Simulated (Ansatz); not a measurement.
# Rh, space group P6_3/mmc: a test of the smearing width

Computed with Ansatz 0.2.0 through its Python package.

Notebook, run cell by cell (the value of a cell's last expression is shown):

```python
import warnings

import ansatz
import pandas as pd
from pymatgen.core import Lattice, Structure
from pymatgen.io.ase import AseAtomsAdaptor
```

```python
warnings.simplefilter("ignore", ansatz.DeckWarning)

pmg_structure = Structure(
    Lattice([[2.730979, 0.0, 0.0], [-1.36549, 2.365097, 0.0], [0.0, 0.0, 4.428489]]),
    ["Rh", "Rh"],
    [
        [2 / 3, 1 / 3, 0.75],
        [1 / 3, 2 / 3, 0.25],
    ],
)
cell = ansatz.Crystal.from_ase(AseAtomsAdaptor.get_atoms(pmg_structure))
```

```python
job = (
    cell.calculation()
    .functional("pbesol", dispersion="d3bj")
    .kpoints(spacing=0.22)
)

rows = []
for value in [0.25, 0.15, 0.1, 0.05, 0.025]:
    report = job.occupations("cold", width=value).run().report
    rows.append((value, report["free_energy_ev"] / len(report["lattice"]["sites"]), report["n_iterations"], report["n_kpoints"]))
```

```python
table = pd.DataFrame(rows, columns=["width (eV)", "F/atom (eV)", "iterations", "k-points"])
table.round(5)
```

       width (eV)  F/atom (eV)  iterations  k-points
    0       0.250  -6339.25834           5        84
    1       0.150  -6339.25485           5        84
    2       0.100  -6339.25390           5        84
    3       0.050  -6339.25374           5        84
    4       0.025  -6339.25371           5        84

```python
# differences from the last row
for row in rows[:-1]:
    shift = 1000 * (row[1] - rows[-1][1])
    print(f"{row[0]}: {shift:+.2f} meV/atom" + ("  (within 2 meV)" if abs(shift) < 2 else ""))
```

    0.25: -4.63 meV/atom
    0.15: -1.14 meV/atom  (within 2 meV)
    0.1: -0.19 meV/atom  (within 2 meV)
    0.05: -0.03 meV/atom  (within 2 meV)

Going from 0.025 to 0.25 eV changes F by -4.6 meV an atom. This scheme is built to cancel the term in the square of the width, but that needs a smooth density of states and a fine mesh, and here a sizeable shift remains.

No spin polarisation was allowed. Dispersion corrections can be off by several per cent in the lattices of metals, and by several GPa in the pressure at a fixed cell. The mesh is modest for a metal, so energies can be off by several to tens of meV an atom and pressures by half a GPa or more; differences at equal mesh fare better. The narrowest width needs the finest mesh, so the last row is no converged reference. This isn't the structure that Rh takes at ambient conditions. The whole script took 8.9 s on 1 thread of Intel(R) Xeon(R) Processor @ 2.30GHz (shared host), peak memory 0.59 GiB.
